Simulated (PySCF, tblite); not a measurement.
# C5H14NSi radical: geometry, infrared bands and EPR parameters

Aim: predict the infrared bands and EPR parameters of C5H14NSi radical (`[CH2]C(C)(C)N[SiH2]C`).

Computed with tblite 0.8.0 and PySCF 2.14.0, with density-fitted response routines of our own, on a single molecule in the gas phase. Atoms are numbered from 0 throughout.

## Step 1: The molecule as given

21 atoms, charge 0, multiplicity 2; geometry from: force field or distance geometry start.

Bonds of the start (Å): C0–C1 1.53, C1–C2 1.49, C1–C3 1.50, C1–N4 1.45, N4–Si5 1.76, Si5–C6 1.87, C0–H7 1.11, C0–H8 1.09, C2–H9 1.12, C2–H10 1.11, C2–H11 1.12, C3–H12 1.13, C3–H13 1.12, C3–H14 1.12, N4–H15 1.02, Si5–H16 1.48, Si5–H17 1.47, C6–H18 1.11, C6–H19 1.12, C6–H20 1.10.

## Step 2: Optimising the geometry with GFN2-xTB

The job: settings as JSON, then the geometry in Å.

```
{"job": {"kind": "relax", "xc": "GFN2-xTB", "basis": "xTB"}, "charge": 0, "multiplicity": 2}
C     -0.625600    -1.315500    -0.704500
C     -0.992000     0.033500    -0.073700
C     -2.172600     0.599600    -0.790900
C     -1.325400    -0.097900     1.382700
N      0.199600     0.843900    -0.231600
Si     1.525900     0.028800     0.582400
C      3.184900     0.282700    -0.233500
H     -0.343700    -1.072200    -1.746300
H     -1.430600    -2.049300    -0.633400
H     -2.999400    -0.153000    -0.784000
H     -2.588800     1.507000    -0.297300
H     -1.960900     0.769700    -1.876600
H     -1.848500     0.839000     1.727900
H     -0.377300    -0.229600     1.959600
H     -2.051100    -0.931500     1.580200
H      0.362000     1.140100    -1.191200
H      1.285800    -1.435200     0.536700
H      1.563000     0.396900     2.007300
H      3.967900     0.384600     0.551600
H      3.433600    -0.638400    -0.812500
H      3.184200     1.113700    -0.953300
```

Started as:

```sh
$ OMP_NUM_THREADS=1 python probes_run.py task.json out
```

The driver reads the jobs from task.json and runs them one after another.

Output:

```text
step      E/eV     max force
  0    -609.44523    2.231
  1    -609.72536    1.443
  2    -609.82845    0.780
  3    -609.89205    0.528
  4    -609.94607    0.404
  5    -609.97443    0.362
  6    -610.00103    0.405
  7    -610.02830    0.414
  8    -610.05329    0.369
  9    -610.07759    0.353
 10    -610.10513    0.420
 11    -610.13574    0.431
 12    -610.16506    0.405
 13    -610.18810    0.421
 14    -610.20711    0.399
 15    -610.22879    0.404
 16    -610.25286    0.438
 17    -610.27199    0.330
 18    -610.28377    0.239
 19    -610.29193    0.231
 20    -610.29998    0.240
 21    -610.30881    0.247
 22    -610.31638    0.184
 23    -610.32212    0.146
 24    -610.32776    0.186
 25    -610.33433    0.259
 26    -610.34105    0.207
 27    -610.34759    0.157
 28    -610.35316    0.158
 29    -610.35694    0.229
 30    -610.36265    0.238
 31    -610.36688    0.144
 32    -610.37035    0.121
 33    -610.37360    0.159
 34    -610.37819    0.231
 35    -610.38394    0.223
 36    -610.38925    0.139
 37    -610.39287    0.124
 38    -610.39539    0.127
 39    -610.39799    0.145
 40    -610.40086    0.120
 41    -610.40393    0.112
 42    -610.40681    0.118
 43    -610.40954    0.127
 44    -610.41189    0.127
 45    -610.41416    0.105
 46    -610.41600    0.096
 47    -610.41733    0.081
 48    -610.41823    0.061
 49    -610.41903    0.065
 50    -610.41995    0.070
 51    -610.42114    0.082
 52    -610.42245    0.086
 53    -610.42378    0.089
 54    -610.42539    0.105
 55    -610.42780    0.132
 56    -610.43133    0.144
 57    -610.43589    0.166
 58    -610.43932    0.199
 59    -610.44334    0.251
 60    -610.44672    0.224
 61    -610.45014    0.296
 62    -610.45244    0.168
 63    -610.45536    0.086
 64    -610.45740    0.099
 65    -610.45945    0.111
 66    -610.46094    0.101
 67    -610.46246    0.171
 68    -610.46528    0.106
 69    -610.46958    0.108
 70    -610.47254    0.179
 71    -610.47562    0.185
 72    -610.47798    0.123
 73    -610.48074    0.105
 74    -610.48229    0.087
 75    -610.48427    0.115
 76    -610.48578    0.091
 77    -610.48800    0.084
 78    -610.49004    0.083
 79    -610.49177    0.077
 80    -610.49316    0.104
 81    -610.49442    0.078
 82    -610.49515    0.071
 83    -610.49556    0.048
 84    -610.49585    0.033
 85    -610.49621    0.034
 86    -610.49659    0.043
 87    -610.49698    0.047
 88    -610.49744    0.041
 89    -610.49786    0.047
 90    -610.49817    0.048
 91    -610.49844    0.042
 92    -610.49874    0.036
 93    -610.49906    0.032
 94    -610.49932    0.030
 95    -610.49951    0.034
 96    -610.49968    0.033
 97    -610.49984    0.027
 98    -610.49994    0.023
 99    -610.50001    0.018
100    -610.50007    0.019
101    -610.50018    0.022
102    -610.50031    0.024
103    -610.50043    0.021
104    -610.50051    0.025
105    -610.50057    0.025
106    -610.50063    0.021
107    -610.50068    0.013
108    -610.50072    0.015
109    -610.50075    0.015
110    -610.50079    0.020
111    -610.50085    0.022
112    -610.50094    0.021
113    -610.50103    0.028
114    -610.50111    0.032
115    -610.50119    0.031
116    -610.50130    0.026
117    -610.50144    0.026
118    -610.50155    0.019
119    -610.50162    0.021
120    -610.50167    0.019
121    -610.50173    0.017
122    -610.50179    0.021
123    -610.50184    0.018
124    -610.50188    0.015
125    -610.50190    0.012
126    -610.50193    0.012
127    -610.50196    0.014
128    -610.50198    0.009
```

It took 1 s on 1 thread of Arm Neoverse V1, shared host; peak memory 0.18 GiB.

Step by step: (not every step is listed)

| step | energy from step 0 (eV) | largest force (eV/Å) |
| --- | --- | --- |
| 0 | 0.0000 | 2.2313 |
| 1 | -0.2801 | 1.4430 |
| 2 | -0.3832 | 0.7797 |
| 3 | -0.4468 | 0.5276 |
| 4 | -0.5008 | 0.4043 |
| 5 | -0.5292 | 0.3622 |
| 6 | -0.5558 | 0.4054 |
| 7 | -0.5831 | 0.4135 |
| 8 | -0.6081 | 0.3693 |
| 19 | -0.8467 | 0.2311 |
| 30 | -0.9174 | 0.2384 |
| 41 | -0.9587 | 0.1123 |
| 52 | -0.9772 | 0.0860 |
| 63 | -1.0101 | 0.0862 |
| 74 | -1.0371 | 0.0872 |
| 85 | -1.0510 | 0.0344 |
| 96 | -1.0544 | 0.0329 |
| 107 | -1.0554 | 0.0129 |
| 118 | -1.0563 | 0.0194 |
| 123 | -1.0566 | 0.0177 |
| 124 | -1.0566 | 0.0151 |
| 125 | -1.0567 | 0.0120 |
| 126 | -1.0567 | 0.0120 |
| 127 | -1.0567 | 0.0137 |
| 128 | -1.0567 | 0.0091 |

Distances of close pairs at the start and the end, largest changes first:

| bond | before (Å) | after (Å) | change (Å) |
| --- | --- | --- | --- |
| C0–C1 | 1.534 | 1.479 | -0.055 |
| C3–H12 | 1.127 | 1.086 | -0.041 |
| C1–C2 | 1.493 | 1.532 | +0.039 |
| N4–Si5 | 1.757 | 1.720 | -0.037 |
| C3–H14 | 1.123 | 1.087 | -0.036 |
| C0–H7 | 1.106 | 1.074 | -0.032 |
| C3–H13 | 1.118 | 1.086 | -0.032 |
| C2–H9 | 1.118 | 1.087 | -0.031 |

The final coordinates are the input of the step that follows.

## Step 3: Vibrational analysis with GFN2-xTB

The job: settings as JSON, then the geometry in Å.

```
{"job": {"kind": "ir", "xc": "GFN2-xTB", "basis": "xTB"}, "charge": 0, "multiplicity": 2}
C     -1.181759    -1.532248    -0.744605
C     -1.110034    -0.180215    -0.149499
C     -2.013338     0.809897    -0.890764
C     -1.462150    -0.200242     1.334351
N      0.283714     0.266484    -0.317038
Si     1.629659    -0.075243     0.697599
C      3.135875     0.605225    -0.227588
H     -1.270623    -1.641427    -1.809534
H     -0.809850    -2.369203    -0.185148
H     -3.055388     0.521450    -0.781052
H     -1.877877     1.809728    -0.485954
H     -1.770385     0.826941    -1.951391
H     -1.302422     0.781991     1.769375
H     -0.840495    -0.918461     1.859876
H     -2.504726    -0.480510     1.460291
H      0.482164     0.429049    -1.294324
H      1.847309    -1.505866     0.979643
H      1.449911     0.633445     1.971196
H      4.030513     0.472224     0.370118
H      3.296744     0.097896    -1.173849
H      3.034235     1.666027    -0.432171
```

Output:

```text
mode    cm-1     km/mol
  1      53.9      0.12
  2      76.5      0.20
  3     120.1      0.10
  4     132.8      1.42
  5     179.3      0.28
  6     211.3      0.04
  7     215.5      2.36
  8     258.8      0.62
  9     293.0     10.78
 10     311.4      5.38
 11     384.9     33.99
 12     399.1     21.54
 13     431.8     48.13
 14     480.1     14.33
 15     499.6     64.66
 16     584.5     73.15
 17     604.4      9.99
 18     698.2     75.58
 19     755.0     36.03
 20     768.3    115.51
 21     811.5    190.89
 22     827.8     92.24
 23     842.7    135.90
 24     875.4     82.84
 25     909.0      0.80
 26     954.2      2.63
 27     985.4     58.23
 28    1015.9      4.48
 29    1035.2     70.39
 30    1151.5     34.81
 31    1200.6    100.75
 32    1265.0     48.50
 33    1333.4     84.24
 34    1378.1      5.50
 35    1393.3      8.85
 36    1395.1      2.25
 37    1412.8      1.82
 38    1482.2      2.03
 39    1489.6      0.19
 40    1494.3      3.08
 41    1498.6      0.03
 42    1503.5      2.79
 43    1506.1      0.03
 44    2148.5    382.48
 45    2209.9    244.14
 46    3024.4     31.36
 47    3038.8      6.67
 48    3038.9     12.37
 49    3040.1     38.33
 50    3044.1     47.75
 51    3047.6     63.11
 52    3047.6     10.52
 53    3055.0     35.13
 54    3063.0     26.13
 55    3118.5     26.38
 56    3162.5     43.58
 57    3425.3      5.53
```

Wall time 0.84 s (1 thread of Arm Neoverse V1, shared host); peak memory 0.18 GiB.

Which atoms move in the most intense modes:

```
cm⁻¹  km/mol                         atoms
 768   115.5             C6 33 %, Si5 28 %
 812   190.9            H17 41 %, H16 36 %
 828    92.2   H20 35 %, H19 32 %, C6 17 %
 843   135.9  H18 22 %, H17 11 %, H16 10 %
1201   100.8    C1 41 %, H15 16 %, N4 12 %
1333    84.2    H15 48 %, C1 26 %, N4 12 %
2148   382.5                      H16 90 %
2210   244.1                      H17 90 %
```

## Step 4: g tensor and hyperfine couplings: B3LYP/pcH-1

Same as in step 3 but for these lines:

```diff
@@ -1,2 +1,2 @@
-{"job": {"kind": "ir", "xc": "GFN2-xTB", "basis": "xTB"}, "charge": 0, "multiplicity": 2}
+{"job": {"kind": "epr", "basis": "pcH-1"}, "charge": 0, "multiplicity": 2}
 C     -1.181759    -1.532248    -0.744605
```

Method: UKS B3LYP, pcH-1 on C H N Si, non-relativistic, mean-field spin-orbit, GIAO.

Output:

```text
UKS, coarse grid
  cycle   1  E = -543.11571517  |g| = 4.48e-01
  cycle   2  E = -543.06470555  |g| = 5.53e-01
  cycle   3  E = -543.20872926  |g| = 8.34e-02
  cycle   4  E = -543.21111272  |g| = 4.02e-02
  cycle   5  E = -543.21186426  |g| = 7.14e-03
  cycle   6  E = -543.21188972  |g| = 2.93e-03
  cycle   7  E = -543.21189469  |g| = 1.08e-03
  cycle   8  E = -543.21189520  |g| = 2.84e-04
UKS, final grid
  cycle   1  E = -543.21188225  |g| = 2.67e-04
  cycle   2  E = -543.21188224  |g| = 3.36e-04
  cycle   3  E = -543.21188229  |g| = 2.96e-05
  cycle   4  E = -543.21188229  |g| = 1.29e-05
E = -543.21188229 Eh   <S^2> = 0.7540 (exact 0.7500)
g shifts (ppm)      1          2          3
  rmc          -155       -155       -155
  gc             19         19         36
  oz_so          -4        258        520
  total        -139        122        401
hyperfine (MHz)  atom isotope    a_iso     a_fc   dipolar eigenvalues
    0   13C      95.60      95.70    -79.40    -79.04    158.43
    1   13C     -21.03     -21.04     -1.61     -1.03      2.65
    2   13C       2.58       2.58     -1.60     -0.80      2.39
    3   13C       8.46       8.46     -1.67     -1.16      2.82
    4   14N      18.93      18.95     -6.45     -6.32     12.77
    5  29Si       3.33       3.33     -1.32      0.46      0.85
    6   13C       1.59       1.59     -0.35     -0.24      0.59
    7    1H     -56.19     -56.20    -38.03     -0.71     38.75
    8    1H     -55.34     -55.36    -37.90     -0.93     38.83
    9    1H       3.24       3.24     -3.87     -2.46      6.34
   10    1H       3.78       3.78     -1.88     -1.36      3.24
   11    1H      -1.04      -1.04     -3.13     -2.55      5.68
   12    1H       4.10       4.10     -1.94     -1.36      3.30
   13    1H      -1.16      -1.16     -3.24     -2.64      5.88
   14    1H       1.08       1.08     -3.98     -2.50      6.48
   15    1H      -7.36      -7.36    -10.27     -2.41     12.68
   16    1H      -0.59      -0.59     -1.97     -1.51      3.48
   17    1H       0.49       0.49     -1.23     -0.97      2.20
   18    1H       1.18       1.18     -0.53     -0.50      1.04
   19    1H      -0.14      -0.14     -0.93     -0.70      1.63
   20    1H       0.69       0.69     -0.83     -0.71      1.55
```

Run time: 2.4 min. Hardware: 1 thread of Arm Neoverse V1, shared host; peak memory 1.1 GiB.

Principal g values 2.00218, 2.00244, 2.00272; g(iso) = 2.00245, against 2.00232 for a free electron.

Mean a(iso) over the nuclei that a row names, and the largest dipolar term of the row (other rows stand at the frozen geometry):

| nuclei | isotope | a(iso) (MHz) | a(iso) (G, at g = 2.0023) | largest dipolar term (MHz) |
| --- | --- | --- | --- | --- |
| C0 | 13C | 95.6 | 34.1 | 158.4 |
| H7, H8 | 1H | -55.8 | -19.9 | 38.8 |
| C1 | 13C | -21.0 | -7.5 | 2.6 |
| N4 | 14N | 18.9 | 6.8 | 12.8 |
| H15 | 1H | -7.4 | -2.6 | 12.7 |
| C2, C3 | 13C | 5.5 | 2.0 | 2.8 |
| Si5 | 29Si | 3.3 | 1.2 | -1.3 |
| H9, H10, H11, H12, H13, H14 | 1H | 1.7 | 0.6 | 6.5 |
| C6 | 13C | 1.6 | 0.6 | 0.6 |
| H18, H19, H20 | 1H | 0.6 | 0.2 | 1.6 |
| H16, H17 | 1H | 0.0 | 0.0 | 3.5 |

Mulliken spin populations:

C0 1.04; C1 -0.06; C2 0.00; C3 0.00; N4 0.10; Si5 0.00; C6 0.00; H7 -0.04; H8 -0.04; H9 0.00; H10 0.00; H11 0.00; H12 0.00; H13 0.00; H14 0.00; H15 0.00; H16 0.00; H17 0.00; H18 0.00; H19 0.00; H20 0.00

In first order the couplings over 0.8 MHz of 1H, 14N give 126 distinct lines over 59.5 G, if the averaged nuclei exchange fast.

The fields below are evaluated on a grid from the run's orbitals.

ELF in a plane through or near 10 of the atoms.

Values, 10 rows by 14 columns:
```
0.00 0.00 0.00 0.00 0.00 0.00 0.00 0.00 0.00 0.00 0.00 0.00 0.00 0.00
0.00 0.00 0.00 0.00 0.00 0.00 0.00 0.02 0.03 0.00 0.00 0.00 0.00 0.00
0.00 0.00 0.00 0.00 0.02 0.11 0.01 0.86 0.74 0.16 0.29 0.00 0.00 0.00
0.00 0.00 0.02 0.01 0.12 0.63 0.22 0.82 0.73 0.97 0.99 0.02 0.00 0.00
0.00 0.04 0.98 0.89 0.64 0.80 0.37 0.13 0.92 0.45 0.14 0.00 0.00 0.00
0.00 0.07 0.94 0.89 0.50 0.33 0.66 0.86 0.40 0.51 0.90 0.37 0.00 0.00
0.00 0.01 0.12 0.51 0.57 0.03 0.92 0.41 0.59 0.47 0.98 0.65 0.00 0.00
0.00 0.00 0.02 0.09 0.10 0.00 0.82 0.02 0.99 0.99 0.09 0.02 0.00 0.00
0.00 0.00 0.00 0.00 0.00 0.00 0.00 0.00 0.77 0.78 0.02 0.00 0.00 0.00
0.00 0.00 0.00 0.00 0.00 0.00 0.00 0.00 0.00 0.00 0.00 0.00 0.00 0.00
```
The map spans 13.3 Å across and 9.4 Å up, centred on the molecule. Atoms in the plane (x, y in Å): C1 (1.1, -0.1), C3 (1.4, 1.3), N4 (-0.3, -0.4), Si5 (-1.6, 0.7), C6 (-3.2, -0.5), H11 (1.8, -2.1), H13 (0.8, 2.1), H14 (2.5, 1.6), H15 (-0.5, -1.4), H18 (-4.1, 0.1).

On the surface of density 0.002 e/bohr³ the electrostatic potential runs, from the 1st to the 99th percentile, from -0.74 V near N4 to 1.30 V near H15.

The spin density lies nearest to C0 63 %; H7, H8 about 10 % each; N4 10 %.

## Step 5: What came out

| quantity | value |
| --- | --- |
| strongest single infrared mode (GFN2-xTB) | 2148 cm⁻¹, 382 km/mol |
| zero-point energy (GFN2-xTB) | 109.6 kcal/mol |
| g(iso) (B3LYP) | 2.00245 |
| ⟨S²⟩ | 0.754 (exact 0.75) |
| largest a(iso) (averaged by class) | 13C on C0, 95.6 MHz |
| surface potential, 1st and 99th percentile | -0.74 V and 1.30 V |

In words: The optimisation took 128 steps and gained 1.057 eV; among the close pairs (by a distance rule), C0–C1 changed most, from 1.534 to 1.479 Å. All 57 modes are real, so the xTB geometry is a minimum. The strongest single mode, at 2148 cm⁻¹, moves mainly H16. GFN2-xTB is a fitted tight-binding method: band positions and strengths are rough. Its intensities can rank the bands wrongly. Most of the unpaired spin sits on C0 (1.04 e). The isotropic g lies 0.1 ppt above the free-electron value.
